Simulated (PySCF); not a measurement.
# C2H7BO3: the cost of one run

Computed with PySCF 2.14.0, with density-fitted response routines of our own, on a single molecule in the gas phase. Atoms count from 0, in the outputs and in this text.

## Step 1: The molecule as given

13 atoms, charge 0, multiplicity 1; geometry from: GFN2-xTB. The atoms were then displaced at random by about 0.01 Å, so the start is not that level's minimum.

Bonds of the start (Å): C0–O1 1.40, O1–C2 1.43, C2–B3 1.58, B3–O4 1.40, B3–O5 1.34, C0–H6 1.09, C0–H7 1.09, C0–H8 1.12, C2–H9 1.09, C2–H10 1.10, O4–H11 0.95, O5–H12 0.98.

## Step 2: Relaxing the molecule at PBE0-D3(BJ)/def2-SVP

Job settings and geometry (Å):

```
{"job": {"xc": "PBE0", "basis": "def2-SVP", "d3": "d3bj", "grid": 1, "shake": 0.01, "kind": "geom"}, "charge": 0, "multiplicity": 1}
C      1.944340     0.230940    -0.282600
O      1.138160    -0.426380     0.661030
C     -0.128700    -0.866040     0.154800
B     -1.172180     0.252150    -0.247170
O     -2.494770    -0.120010    -0.519460
O     -0.897540     1.556900    -0.353540
H      2.147040    -0.389500    -1.151050
H      2.872080     0.519790     0.206510
H      1.425590     1.171550    -0.616400
H      0.064370    -1.532790    -0.691500
H     -0.518200    -1.498110     0.972710
H     -2.707250    -1.037710    -0.417890
H     -1.667120     2.122330    -0.587000
```

Command:

```console
$ OMP_NUM_THREADS=1 python probes_run.py task.json out
```

This one command runs all jobs of the session in turn.

Q: Estimate the wall time and peak memory of this first job on 1 thread of Arm Neoverse V1, shared host.

About 55 s, with a peak of 0.51 GiB.
